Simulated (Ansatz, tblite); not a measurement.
# In6Sb6 wurtzite hole sphere (In₆Sb₆H₁₈): removing and adding an electron

What does removing or adding an electron cost or gain for In6Sb6 wurtzite hole sphere (In₆Sb₆H₁₈)? Each charged state is run at several levels.

Computed with Ansatz 0.2.0, Gaussian basis. Level: as each input shows.

The runs, in order: charge +1 doublet, at the geometry of the singlet (PBE0-D4/def2-TZVP, PBE-D4/def2-TZVP, r2SCANh-D4/def2-TZVP); charge +1 doublet, relaxed (PBE0-D4/def2-TZVP, PBE-D4/def2-TZVP); charge -1 doublet, at the geometry of the singlet (PBE0-D4/def2-TZVP, PBE-D4/def2-TZVP, r2SCANh-D4/def2-TZVP); the starting singlet's energies come from earlier runs.

1 further run of the same task is left out (set aside as unsound or not needed).

### Step 1. The geometry

The singlet was relaxed beforehand with PBE-D4/def2-SVP.

30 atoms, charge 0, spin multiplicity 1.

Atoms are counted from 1 here; the program's logs count them from 0.

Bond lengths: Sb1–In2 2.913 Å, Sb1–In7 2.913 Å, Sb1–H13 1.716 Å, Sb1–H14 1.725 Å, In2–Sb4 2.812 Å, In2–Sb5 2.913 Å, In2–H15 1.740 Å, In3–Sb4 2.903 Å, In3–Sb8 2.903 Å, In3–H16 1.750 Å, In3–H17 1.736 Å, Sb4–In6 2.903 Å, Sb4–H18 1.724 Å, Sb5–In10 2.913 Å, Sb5–H19 1.725 Å, Sb5–H20 1.716 Å, In6–Sb12 2.903 Å, In6–H21 1.751 Å and more. Angles: In2–Sb1–In7 125.2°, In2–Sb1–H13 109.3°, In2–Sb1–H14 106.8°, In7–Sb1–H13 109.3°, In7–Sb1–H14 106.8°, H13–Sb1–H14 95.4°, Sb1–In2–Sb4 102.6°, Sb1–In2–Sb5 92.4°, Sb1–In2–H15 111.5°, Sb4–In2–Sb5 102.6°, Sb4–In2–H15 129.6°, Sb5–In2–H15 111.5°, Sb4–In3–Sb8 96.2°, Sb4–In3–H16 104.1°, Sb4–In3–H17 109.4°, Sb8–In3–H16 104.1°, Sb8–In3–H17 109.5°, H16–In3–H17 128.6° and more.

In, Sb take a core potential in the def2 sets. No spin-orbit coupling is included.

### Step 2. Charge +1 doublet at the fixed geometry, PBE0-D4/def2-TZVP

File in.yaml:

```yaml
crystal:
  periodic: [false, false, false]
  atoms:
    - {symbol: Sb, position_ang: [-0.004600, -2.430715, -2.076873]}
    - {symbol: In, position_ang: [-2.588771, -1.493293, -1.112727]}
    - {symbol: In, position_ang: [0.003284, -3.077764, 2.295201]}
    - {symbol: Sb, position_ang: [-2.159137, -1.248842, 1.655762]}
    - {symbol: Sb, position_ang: [-2.105008, 1.213651, -2.074150]}
    - {symbol: In, position_ang: [-2.663801, 1.539085, 2.288576]}
    - {symbol: In, position_ang: [2.582761, -1.493222, -1.122214]}
    - {symbol: Sb, position_ang: [2.163364, -1.249107, 1.648005]}
    - {symbol: Sb, position_ang: [2.099075, 1.214528, -2.080434]}
    - {symbol: In, position_ang: [-0.001956, 2.987102, -1.115453]}
    - {symbol: In, position_ang: [2.669753, 1.537401, 2.285691]}
    - {symbol: Sb, position_ang: [0.002858, 2.495458, 1.653448]}
    - {symbol: H, position_ang: [-0.004520, -4.146328, -2.120799]}
    - {symbol: H, position_ang: [-0.008069, -2.225633, -3.789364]}
    - {symbol: H, position_ang: [-3.901666, -2.248578, -1.969246]}
    - {symbol: H, position_ang: [0.000592, -4.221872, 0.970559]}
    - {symbol: H, position_ang: [0.005759, -3.395848, 4.002109]}
    - {symbol: H, position_ang: [-3.581540, -2.069431, 2.180118]}
    - {symbol: H, position_ang: [-1.912078, 1.101491, -3.784332]}
    - {symbol: H, position_ang: [-3.590188, 2.070649, -2.138219]}
    - {symbol: H, position_ang: [-3.645781, 2.105950, 0.954356]}
    - {symbol: H, position_ang: [-2.951760, 1.706992, 3.992590]}
    - {symbol: H, position_ang: [3.892344, -2.249657, -1.982729]}
    - {symbol: H, position_ang: [3.587389, -2.070427, 2.166656]}
    - {symbol: H, position_ang: [1.909822, 1.108043, -3.791424]}
    - {symbol: H, position_ang: [3.584953, 2.071183, -2.137353]}
    - {symbol: H, position_ang: [-0.003793, 4.500569, -1.974129]}
    - {symbol: H, position_ang: [2.955217, 1.700879, 3.990720]}
    - {symbol: H, position_ang: [3.652641, 2.107928, 0.954080]}
    - {symbol: H, position_ang: [0.003457, 4.137906, 2.176674]}
basis:
  gaussian: {orbitals: def2-TZVP, fitting: {mean_field: def2-universal-jkfit}}
total_charge: 1
magnetization: {spin_polarized: true, initial_magnetization: 1}
hamiltonian: {xc: pbe0, dispersion: d4}
scf: {omitted_lower_state_checks: [starts]}
output: {orbitals: {seedname: orbitals}}
```

Run with:

```
> ansatz run in.yaml --threads 2 --pin off --events-out ev --progress --plain --max-ram 32768MiB --backend cuda --devices 0, --max-vram 18GiB
```

What it wrote:

```text
Functional definition: PBE0
  name "PBE0"
  cite "Adamo & Barone, J. Chem. Phys. 110, 6158 (1999) doi:10.1063/1.478522"
  cite "Perdew, Burke & Ernzerhof, Phys. Rev. Lett. 77, 3865 (1996) doi:10.1103/PhysRevLett.77.3865"
  parent pbe
  parameter a = 0.25
  parameter kappa = 0.804
  parameter beta = 0.06672455060314922
  exchange = (1 - a)*pbe_x(kappa = kappa, mu = beta*pi^2/3) + a*exact_x
  correlation = pbe_c(beta = beta)
these checks for a lower state are left out or cut short: starts
2940 factors; integrals over basis functions are off by at most 6.9e-1 eV
mean field evaluation 1: about -70558.4391 eV, gradient 2.2e1 eV
mean field evaluation 2: about -70557.9461 eV, gradient 2.4e1 eV
mean field evaluation 4: about -70561.0126 eV, gradient 3.2e0 eV
mean field evaluation 8: about -70561.0761 eV, gradient 2.3e-1 eV
mean field evaluation 16: about -70561.0771 eV, gradient 1.3e-3 eV
mean field evaluation 32: about -70561.0771 eV, gradient 1.5e-5 eV
mean field -70561.07708059 eV, -2593.0717546957 hartree, gradient 3.5e-6 eV, S^2 0.756165; 0 other end points of the search recorded, 0 dependent functions left out
reference -70561.07718185 eV, -2593.0717584170 hartree; 141, 140 occupied and 567, 568 virtual orbitals, 2940 factors
Total energy: -70562.89797720 eV, -2593.1386714119 hartree
Checks for a lower state left out: starts
```

Run time: 26 s. Hardware: 1 × H100 (card shared with other runs) with 2 threads of AMD EPYC 7R13, shared host; peak host memory 1.4 GiB.

Report: HOMO -9.72 eV, LUMO -8.78 eV (over both spins); ⟨S²⟩ 0.756 (pure: 0.75).

### Step 3. Charge +1 doublet at the fixed geometry, PBE-D4/def2-TZVP

start.molden holds the orbitals of an earlier run on this state, given as this run's starting guess.

in.yaml: that of step 2 with these lines changed.

```diff
@@ -34,6 +34,6 @@
 basis:
-  gaussian: {orbitals: def2-TZVP, fitting: {mean_field: def2-universal-jkfit}}
+  gaussian: {orbitals: def2-TZVP, fitting: {mean_field: def2-universal-jkfit}, initial_orbitals: start.molden}
 total_charge: 1
 magnetization: {spin_polarized: true, initial_magnetization: 1}
-hamiltonian: {xc: pbe0, dispersion: d4}
+hamiltonian: {xc: pbe, dispersion: d4}
 scf: {omitted_lower_state_checks: [starts]}
```

Launched as before.

What it wrote:

```text
Functional definition: PBE
  name "PBE"
  cite "Perdew, Burke & Ernzerhof, Phys. Rev. Lett. 77, 3865 (1996) doi:10.1103/PhysRevLett.77.3865"
  parent pbe
  parameter kappa = 0.804
  parameter beta = 0.06672455060314922
  exchange = pbe_x(kappa = kappa, mu = beta*pi^2/3)
  correlation = pbe_c(beta = beta)
these checks for a lower state are left out or cut short: starts
2940 factors; integrals over basis functions are off by at most 6.9e-1 eV
mean field evaluation 1: about -70558.3702 eV, gradient 1.0e1 eV
mean field evaluation 2: about -70558.8646 eV, gradient 5.1e-1 eV
mean field evaluation 4: about -70558.8727 eV, gradient 6.7e-3 eV
mean field evaluation 8: about -70558.8727 eV, gradient 3.2e-5 eV
mean field -70558.87273813 eV, -2592.9907466044 hartree, gradient 3.7e-6 eV, S^2 0.751895; 0 other end points of the search recorded, 0 dependent functions left out
reference -70558.87287611 eV, -2592.9907516752 hartree; 141, 140 occupied and 567, 568 virtual orbitals, 2940 factors
Total energy: -70560.85228860 eV, -2593.0634937427 hartree
Checks for a lower state left out: starts
```

Run time: 24 s. Hardware: 1 × H100 (card shared with other runs) with 2 threads of AMD EPYC 7R13, shared host; peak host memory 1.4 GiB.

HOMO -8.96 eV, LUMO -8.89 eV (over both spins); ⟨S²⟩ 0.752 (pure: 0.75).

### Step 4. Charge +1 doublet at the fixed geometry, r2SCANh-D4/def2-TZVP

in.yaml: that of step 3 with these lines changed.

```diff
@@ -37,3 +37,3 @@
 magnetization: {spin_polarized: true, initial_magnetization: 1}
-hamiltonian: {xc: pbe, dispersion: d4}
+hamiltonian: {xc: {name: r2SCANh}, dispersion: d4}
 scf: {omitted_lower_state_checks: [starts]}
```

Same command.

What it wrote, cut to the lines that bear on the results:

```text
Functional definition: r2SCANh
  name "r2SCANh"
  cite "Bursch, Neugebauer, Ehlert & Grimme, J. Chem. Phys. 156, 134105 (2022) doi:10.1063/5.0086040"
  cite "Furness, Kaplan, Ning, Perdew & Sun, J. Phys. Chem. Lett. 11, 8208 (2020) doi:10.1021/acs.jpclett.0c02405"
  cite "Furness, Kaplan, Ning, Perdew & Sun, J. Phys. Chem. Lett. 11, 9248 (2020) doi:10.1021/acs.jpclett.0c03077"
  parent r2scan
[...]
2940 factors; integrals over basis functions are off by at most 6.9e-1 eV
[...]
mean field -70583.22352262 eV, -2593.8856214291 hartree, gradient 5.4e-6 eV, S^2 0.756286; 0 other end points of the search recorded, 0 dependent functions left out
reference -70583.22356881 eV, -2593.8856231267 hartree; 141, 140 occupied and 567, 568 virtual orbitals, 2940 factors
Total energy: -70583.81820997 eV, -2593.9074757862 hartree
Checks for a lower state left out: starts
```

Wall time 26 s (1 × H100 (card shared with other runs) with 2 threads of AMD EPYC 7R13, shared host); peak host memory 1.6 GiB.

HOMO -9.43 eV, LUMO -8.97 eV (over both spins); ⟨S²⟩ 0.756 (pure: 0.75).

### Step 5. Vertical ionisation energy

Charged state less starting state, singlet to doublet; the starting state's energies are those of its earlier runs.

```tsv
level	vertical ionisation energy (eV)	time
PBE-D4/def2-TZVP	+7.45	42 s
r2SCANh-D4/def2-TZVP	+7.70	47 s
PBE0-D4/def2-TZVP	+7.80	44 s
```

Times add the two runs; a level without a time comes out of a correlated run.

Beside −ε(HOMO) of the starting state:

```tsv
level	−ε(HOMO) (eV)	by difference (eV)	mismatch (eV)
PBE-D4/def2-TZVP	5.88	7.45	-1.57
r2SCANh-D4/def2-TZVP	6.39	7.70	-1.31
PBE0-D4/def2-TZVP	6.70	7.80	-1.10
```

### Step 6. Relaxing the charge +1 doublet

in.yaml: that of step 4 with these lines changed.

```diff
@@ -34,7 +34,8 @@
 basis:
-  gaussian: {orbitals: def2-TZVP, fitting: {mean_field: def2-universal-jkfit}, initial_orbitals: start.molden}
+  gaussian: {orbitals: def2-SVP, fitting: {mean_field: def2-universal-jkfit}}
 total_charge: 1
 magnetization: {spin_polarized: true, initial_magnetization: 1}
-hamiltonian: {xc: {name: r2SCANh}, dispersion: d4}
-scf: {omitted_lower_state_checks: [starts]}
+hamiltonian: {xc: pbe, dispersion: d4}
+scf: {lower_state_search: "off"}
 output: {orbitals: {seedname: orbitals}}
+relax: {f_tol: 0.03, max_steps: 70}
```

The command is unchanged.

What it wrote:

```text
Functional definition: PBE
  name "PBE"
  cite "Perdew, Burke & Ernzerhof, Phys. Rev. Lett. 77, 3865 (1996) doi:10.1103/PhysRevLett.77.3865"
  parent pbe
  parameter kappa = 0.804
  parameter beta = 0.06672455060314922
  exchange = pbe_x(kappa = kappa, mu = beta*pi^2/3)
  correlation = pbe_c(beta = beta)
these checks for a lower state are left out or cut short: stability, starts, cluster_reference, orbital_swaps, neighbouring_geometries, increment
2940 factors; integrals over basis functions are off by at most 3.5e-1 eV
mean field evaluation 1: about -70551.5219 eV, gradient 2.5e1 eV
mean field evaluation 2: about -70548.9991 eV, gradient 3.0e1 eV
mean field evaluation 4: about -70554.8884 eV, gradient 9.6e0 eV
mean field evaluation 8: about -70556.0227 eV, gradient 1.1e0 eV
mean field evaluation 16: about -70556.0372 eV, gradient 1.4e-1 eV
mean field evaluation 32: about -70556.0375 eV, gradient 1.9e-5 eV
mean field -70556.03745266 eV, -2592.8865517854 hartree, gradient 5.9e-6 eV, S^2 0.751535; 0 other end points of the search recorded, 0 dependent functions left out
the calculation of the forces begins
reference -70556.03756754 eV, -2592.8865560070 hartree; 141, 140 occupied and 261, 262 virtual orbitals, 2940 factors
relax step   1: F+E_penalty+E_count = -70558.01686516 eV  Δ(F+E_penalty+E_count) = +0.000e0 eV  max|allowed force component| = 4.631e-1 eV/Å  Δτ_max = 0.0000 Å  (31 SCF iters, accepted)
these checks for a lower state are left out or cut short: stability, starts, cluster_reference, orbital_swaps, neighbouring_geometries, increment
2940 factors; integrals over basis functions are off by at most 3.5e-1 eV
mean field -70556.02671166 eV, -2592.8861570611 hartree, gradient 1.4e-6 eV, S^2 0.751593; 0 other end points of the search recorded, 0 dependent functions left out
the calculation of the forces begins
reference -70556.02682776 eV, -2592.8861613273 hartree; 141, 140 occupied and 261, 262 virtual orbitals, 2940 factors
relax step   2: F+E_penalty+E_count = -70557.96605491 eV  Δ(F+E_penalty+E_count) = +5.081e-2 eV  max|allowed force component| = 6.259e-1 eV/Å  Δτ_max = 0.1956 Å  (29 SCF iters, rejected (line search))
these checks for a lower state are left out or cut short: stability, starts, cluster_reference, orbital_swaps, neighbouring_geometries, increment
2940 factors; integrals over basis functions are off by at most 3.5e-1 eV
mean field -70556.14628396 eV, -2592.8905512617 hartree, gradient 3.0e-6 eV, S^2 0.751519; 0 other end points of the search recorded, 0 dependent functions left out
the calculation of the forces begins
reference -70556.14639919 eV, -2592.8905554967 hartree; 141, 140 occupied and 261, 262 virtual orbitals, 2940 factors
relax step   3: F+E_penalty+E_count = -70558.12089099 eV  Δ(F+E_penalty+E_count) = -1.040e-1 eV  max|allowed force component| = 8.233e-2 eV/Å  Δτ_max = 0.0961 Å  (25 SCF iters, accepted)
[... from here on, the SCF cycles and remarks between the steps are left out ...]
relax step   4: F+E_penalty+E_count = -70558.12487764 eV  Δ(F+E_penalty+E_count) = -3.987e-3 eV  max|allowed force component| = 2.665e-2 eV/Å  Δτ_max = 0.0200 Å  (24 SCF iters, accepted)
relax step   5: F+E_penalty+E_count = -70558.12724717 eV  Δ(F+E_penalty+E_count) = -2.370e-3 eV  max|allowed force component| = 2.399e-2 eV/Å  Δτ_max = 0.0250 Å  (25 SCF iters, accepted)
relax step   6: F+E_penalty+E_count = -70558.13147394 eV  Δ(F+E_penalty+E_count) = -4.227e-3 eV  max|allowed force component| = 3.199e-2 eV/Å  Δτ_max = 0.0838 Å  (26 SCF iters, accepted)
relax step   7: F+E_penalty+E_count = -70558.13487271 eV  Δ(F+E_penalty+E_count) = -3.399e-3 eV  max|allowed force component| = 3.454e-2 eV/Å  Δτ_max = 0.0953 Å  (26 SCF iters, accepted)
relax step   8: F+E_penalty+E_count = -70558.13998693 eV  Δ(F+E_penalty+E_count) = -5.114e-3 eV  max|allowed force component| = 1.257e-1 eV/Å  Δτ_max = 0.1952 Å  (30 SCF iters, accepted)
relax step   9: F+E_penalty+E_count = -70558.14924772 eV  Δ(F+E_penalty+E_count) = -9.261e-3 eV  max|allowed force component| = 1.515e-1 eV/Å  Δτ_max = 0.0750 Å  (32 SCF iters, accepted)
relax step  10: F+E_penalty+E_count = -70558.14694752 eV  Δ(F+E_penalty+E_count) = +2.300e-3 eV  max|allowed force component| = 4.651e-1 eV/Å  Δτ_max = 0.1945 Å  (31 SCF iters, rejected (line search))
relax step  11: F+E_penalty+E_count = -70558.18152838 eV  Δ(F+E_penalty+E_count) = -3.228e-2 eV  max|allowed force component| = 1.043e-1 eV/Å  Δτ_max = 0.0946 Å  (35 SCF iters, accepted)
relax step  12: F+E_penalty+E_count = -70558.19616477 eV  Δ(F+E_penalty+E_count) = -1.464e-2 eV  max|allowed force component| = 1.434e-1 eV/Å  Δτ_max = 0.0975 Å  (27 SCF iters, accepted)
relax step  13: F+E_penalty+E_count = -70558.18259487 eV  Δ(F+E_penalty+E_count) = +1.357e-2 eV  max|allowed force component| = 1.869e-1 eV/Å  Δτ_max = 0.1062 Å  (27 SCF iters, rejected (line search))
relax step  14: F+E_penalty+E_count = -70558.20644400 eV  Δ(F+E_penalty+E_count) = -1.028e-2 eV  max|allowed force component| = 8.959e-2 eV/Å  Δτ_max = 0.0516 Å  (24 SCF iters, accepted)
relax step  15: F+E_penalty+E_count = -70558.21201101 eV  Δ(F+E_penalty+E_count) = -5.567e-3 eV  max|allowed force component| = 5.674e-2 eV/Å  Δτ_max = 0.0455 Å  (24 SCF iters, accepted)
relax step  16: F+E_penalty+E_count = -70558.21770404 eV  Δ(F+E_penalty+E_count) = -5.693e-3 eV  max|allowed force component| = 3.558e-2 eV/Å  Δτ_max = 0.0709 Å  (23 SCF iters, accepted)
relax step  17: F+E_penalty+E_count = -70558.22501038 eV  Δ(F+E_penalty+E_count) = -7.306e-3 eV  max|allowed force component| = 6.035e-2 eV/Å  Δτ_max = 0.0946 Å  (26 SCF iters, accepted)
relax step  18: F+E_penalty+E_count = -70558.23363286 eV  Δ(F+E_penalty+E_count) = -8.622e-3 eV  max|allowed force component| = 1.332e-1 eV/Å  Δτ_max = 0.1451 Å  (26 SCF iters, accepted)
relax step  19: F+E_penalty+E_count = -70558.24865735 eV  Δ(F+E_penalty+E_count) = -1.502e-2 eV  max|allowed force component| = 1.429e-1 eV/Å  Δτ_max = 0.0791 Å  (21 SCF iters, accepted)
relax step  20: F+E_penalty+E_count = -70558.27034965 eV  Δ(F+E_penalty+E_count) = -2.169e-2 eV  max|allowed force component| = 2.779e-1 eV/Å  Δτ_max = 0.1950 Å  (24 SCF iters, accepted)
relax step  21: F+E_penalty+E_count = -70558.27662519 eV  Δ(F+E_penalty+E_count) = -6.276e-3 eV  max|allowed force component| = 2.776e-1 eV/Å  Δτ_max = 0.0874 Å  (20 SCF iters, accepted)
relax step  22: F+E_penalty+E_count = -70558.28057371 eV  Δ(F+E_penalty+E_count) = -3.949e-3 eV  max|allowed force component| = 7.729e-2 eV/Å  Δτ_max = 0.0638 Å  (20 SCF iters, accepted)
relax step  23: F+E_penalty+E_count = -70558.27481792 eV  Δ(F+E_penalty+E_count) = +5.756e-3 eV  max|allowed force component| = 1.689e-1 eV/Å  Δτ_max = 0.0803 Å  (20 SCF iters, rejected (line search))
these checks for a lower state are left out or cut short: stability, starts, cluster_reference, orbital_swaps, neighbouring_geometries, increment
2940 factors; integrals over basis functions are off by at most 3.5e-1 eV
mean field -70556.34475230 eV, -2592.8978448388 hartree, gradient 2.6e-6 eV, S^2 0.753029; 0 other end points of the search recorded, 0 dependent functions left out
the calculation of the forces begins
reference -70556.34486638 eV, -2592.8978490311 hartree; 141, 140 occupied and 261, 262 virtual orbitals, 2940 factors
relax step  24: F+E_penalty+E_count = -70558.28468809 eV  Δ(F+E_penalty+E_count) = -4.114e-3 eV  max|allowed force component| = 2.229e-2 eV/Å  Δτ_max = 0.0283 Å  (19 SCF iters, accepted)
Total energy: -70558.28480216 eV, -2592.9691403564 hartree
Atom 0 at     0.002651    -2.449411    -2.151580 Å, force     0.001252    -0.004133    -0.004585 eV/Å
Atom 1 at    -2.575801    -1.488713    -1.220379 Å, force     0.000390    -0.001016     0.005847 eV/Å
Atom 2 at    -0.004447    -3.167541     2.439184 Å, force     0.011508     0.015351    -0.013211 eV/Å
Atom 3 at    -2.118937    -1.326344     1.564480 Å, force    -0.008656    -0.020110    -0.010950 eV/Å
Atom 4 at    -2.181936     1.241518    -2.167896 Å, force    -0.002149     0.002471    -0.010051 eV/Å
Atom 5 at    -2.562205     1.341737     2.465660 Å, force     0.005189     0.013666     0.007548 eV/Å
Atom 6 at     2.584825    -1.481113    -1.243701 Å, force    -0.000264    -0.000100     0.003944 eV/Å
Atom 7 at     2.142390    -1.359795     1.547205 Å, force    -0.017800    -0.010234    -0.002342 eV/Å
Atom 8 at     2.176476     1.254296    -2.166457 Å, force     0.005143    -0.002385    -0.005384 eV/Å
Atom 9 at    -0.009475     2.997532    -1.458579 Å, force     0.004062     0.000473    -0.000267 eV/Å
Atom 10 at     2.534884     1.304586     2.460953 Å, force     0.010499     0.006168     0.003595 eV/Å
Atom 11 at     0.001673     2.575015     1.363106 Å, force    -0.005195     0.022287    -0.003013 eV/Å
Atom 12 at     0.008614    -4.147776    -1.927484 Å, force    -0.000199     0.015251    -0.008476 eV/Å
Atom 13 at    -0.003315    -2.476468    -3.868849 Å, force    -0.000382    -0.004037     0.013882 eV/Å
Atom 14 at    -3.924534    -2.222251    -2.019719 Å, force    -0.001458     0.000536    -0.001432 eV/Å
Atom 15 at    -0.013917    -4.376336     1.197557 Å, force    -0.000379    -0.002780     0.004699 eV/Å
Atom 16 at     0.009300    -3.147691     4.160535 Å, force     0.000677    -0.001195     0.010458 eV/Å
Atom 17 at    -3.575698    -2.057135     2.116367 Å, force     0.007660     0.001252    -0.001426 eV/Å
Atom 18 at    -2.229952     1.225971    -3.885020 Å, force    -0.007558     0.006282     0.018883 eV/Å
Atom 19 at    -3.614658     2.152616    -1.936729 Å, force     0.012160    -0.007942    -0.008126 eV/Å
Atom 20 at    -3.229874     2.296640     1.146839 Å, force     0.003798    -0.009022     0.012229 eV/Å
Atom 21 at    -2.586681     1.551996     4.175718 Å, force     0.002054     0.001015    -0.013841 eV/Å
Atom 22 at     3.935796    -2.201230    -2.051430 Å, force     0.001270    -0.000630     0.000350 eV/Å
Atom 23 at     3.600726    -2.081763     2.103342 Å, force    -0.002614     0.002323     0.000146 eV/Å
Atom 24 at     2.248118     1.243794    -3.882916 Å, force     0.005862     0.009361     0.021011 eV/Å
Atom 25 at     3.602533     2.169851    -1.910522 Å, force    -0.015109    -0.010405    -0.012139 eV/Å
Atom 26 at    -0.008138     4.578517    -2.155139 Å, force    -0.001516     0.002634    -0.000845 eV/Å
Atom 27 at     2.623282     1.545545     4.163997 Å, force    -0.006549    -0.001929    -0.004792 eV/Å
Atom 28 at     3.131292     2.292127     1.122754 Å, force    -0.004349    -0.004360     0.006248 eV/Å
Atom 29 at     0.027609     4.189927     1.963801 Å, force     0.002651    -0.018791    -0.007962 eV/Å
Dipole moment:     0.008406     0.246453    -0.391979 e Å
Checks for a lower state left out: stability, starts, cluster_reference, orbital_swaps, neighbouring_geometries, increment
```

Wall time 3 min (1 × H100 (card shared with other runs) with 2 threads of AMD EPYC 7R13, shared host); peak host memory 0.97 GiB.

Relaxation path: (the energy doesn't fall at every step)

```tsv
step	energy from step 1 (eV)	largest force component (eV/Å)
1	0.0000	0.4631
2	0.0508	0.6259
3	-0.1040	0.0823
4	-0.1080	0.0266
5	-0.1104	0.0240
6	-0.1146	0.0320
7	-0.1180	0.0345
8	-0.1231	0.1257
9	-0.1324	0.1515
10	-0.1301	0.4651
11	-0.1647	0.1043
12	-0.1793	0.1434
13	-0.1657	0.1869
14	-0.1896	0.0896
15	-0.1951	0.0567
16	-0.2008	0.0356
17	-0.2081	0.0603
18	-0.2168	0.1332
19	-0.2318	0.1429
20	-0.2535	0.2779
21	-0.2598	0.2776
22	-0.2637	0.0773
23	-0.2580	0.1689
24	-0.2678	0.0223
```

The force was under the threshold of 0.03 eV/Å already at step 4, but the program went on to step 24.

Close pairs (by a distance rule), those that changed most:

```tsv
bond	before (Å)	after (Å)	change (Å)
In6–Sb12	2.903	3.051	+0.148
In11–Sb12	2.903	3.039	+0.136
Sb8–In11	2.903	2.844	-0.059
Sb4–In6	2.903	2.851	-0.052
In3–Sb8	2.903	2.945	+0.042
In10–Sb12	2.812	2.853	+0.041
In3–Sb4	2.903	2.937	+0.034
Sb5–In10	2.913	2.882	-0.031
```

[end of part 1 of 2]
